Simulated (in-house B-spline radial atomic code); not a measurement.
# Fe³⁺: excited configurations

Wanted: excitation energies of Fe³⁺ as differences of total energies (ΔSCF).

The numbers are computed with in-house B-spline radial atomic code version 1 (non-relativistic LC-wPBE, spin-polarised, spherical density, exact exchange averaged over the configuration, point nucleus, basis-set limit), except any that are marked as measured or tabulated.

### 1 Starting point

```
element       : iron (Z = 26)
charge        : +3
electrons     : 23
configuration : [Ar] 3d5
Hamiltonian   : non-relativistic
nucleus       : point
```

Outer shells as boxes (Hund's rule):

[Ar] 3d5
```
[Ar] core
3d [↑ ][↑ ][↑ ][↑ ][↑ ]
```

Where spins are not typed, each open shell is filled with up spins first.

### 2 The base configuration

Settings of the run:

```ini
Z = 26
electrons = 23.0
configuration = [Ar] 3d5
hamiltonian = nr
method = lc_wpbe
spin_polarised = True
exact_exchange = averaged over the configuration
```

Command:

```console
> python run_scf.py task.json out
```

The settings of every run stand in task.json; they run in order.

### 3 [Ar] 3d4 4s1

The settings differ from step 2 so:

```diff
@@ -2,3 +2,3 @@
 electrons = 23.0
-configuration = [Ar] 3d5
+configuration = [Ar] 3d4 4s1
 hamiltonian = nr
```

### 4 Configuration [Ar] 3d4 4d1

The settings differ from step 3 so:

```diff
@@ -2,3 +2,3 @@
 electrons = 23.0
-configuration = [Ar] 3d4 4s1
+configuration = [Ar] 3d4 4d1
 hamiltonian = nr
```

### 5 Run with [Ar] 3d4 4p1

The settings differ from step 4 so:

```diff
@@ -2,3 +2,3 @@
 electrons = 23.0
-configuration = [Ar] 3d4 4d1
+configuration = [Ar] 3d4 4p1
 hamiltonian = nr
```

### 6 [Ne] 3s2 3p5 3d5 4f1

The settings differ from step 5 so:

```diff
@@ -2,3 +2,3 @@
 electrons = 23.0
-configuration = [Ar] 3d4 4p1
+configuration = [Ne] 3s2 3p5 3d5 4f1
 hamiltonian = nr
```

### 7 [Ar] 3d4 4f1

The settings differ from step 6 so:

```diff
@@ -2,3 +2,3 @@
 electrons = 23.0
-configuration = [Ne] 3s2 3p5 3d5 4f1
+configuration = [Ar] 3d4 4f1
 hamiltonian = nr
```

### 8 Configuration [Ne] 3s2 3p5 3d5 4s1

The settings differ from step 7 so:

```diff
@@ -2,3 +2,3 @@
 electrons = 23.0
-configuration = [Ar] 3d4 4f1
+configuration = [Ne] 3s2 3p5 3d5 4s1
 hamiltonian = nr
```

### 9 Run with [Ne] 3s2 3p5 3d6

The settings differ from step 8 so:

```diff
@@ -2,3 +2,3 @@
 electrons = 23.0
-configuration = [Ne] 3s2 3p5 3d5 4s1
+configuration = [Ne] 3s2 3p5 3d6
 hamiltonian = nr
```

### 10 [Ne] 3s2 3p5 3d5 4p1

The settings differ from step 9 so:

```diff
@@ -2,3 +2,3 @@
 electrons = 23.0
-configuration = [Ne] 3s2 3p5 3d6
+configuration = [Ne] 3s2 3p5 3d5 4p1
 hamiltonian = nr
```

### 11 [Ne] 3s2 3p5 3d5 4d1

The settings differ from step 10 so:

```diff
@@ -2,3 +2,3 @@
 electrons = 23.0
-configuration = [Ne] 3s2 3p5 3d5 4p1
+configuration = [Ne] 3s2 3p5 3d5 4d1
 hamiltonian = nr
```

Before running: How far above the reference does each configuration lie (order and size, in eV)?

As calculated:

| net move | configuration | 2|M_S|+1 | energy above the reference (eV) | largest <r> (bohr) |
| --- | --- | --- | --- | --- |
| 3d → 4s | [Ar] 3d4 4s1 | 6 | 16.351 | 2.18 |
| 3d → 4p | [Ar] 3d4 4p1 | 6 | 23.818 | 2.45 |
| 3d → 4d | [Ar] 3d4 4d1 | 6 | 34.270 | 3.23 |
| 3d → 4f | [Ar] 3d4 4f1 | 6 | 41.244 | 4.31 |
| 3p → 3d | [Ne] 3s2 3p5 3d6 | 6 | 52.865 | 1.01 |
| 3p → 4s | [Ne] 3s2 3p5 3d5 4s1 | 8 | 63.429 | 2.16 |
| 3p → 4p | [Ne] 3s2 3p5 3d5 4p1 | 8 | 70.961 | 2.43 |
| 3p → 4d | [Ne] 3s2 3p5 3d5 4d1 | 8 | 81.541 | 3.21 |
| 3p → 4f | [Ne] 3s2 3p5 3d5 4f1 | 8 | 88.599 | 4.29 |

What this shows: At the bottom stands 3d → 4s (16.351 eV), at the top 3p → 4f (88.599 eV). 2 of them lie more than 60 % above minus the reference's highest level (50.849 eV), in the range where a state can decay by emitting an electron. Two partly filled shells share a symmetry and can mix in the average, which may lower the energy, for: 3d → 4d. The reference has 2|M_S|+1 = 6; 4 of the configurations differ from it in spin. These are spherical averages at the typed spins, not spectroscopic levels.
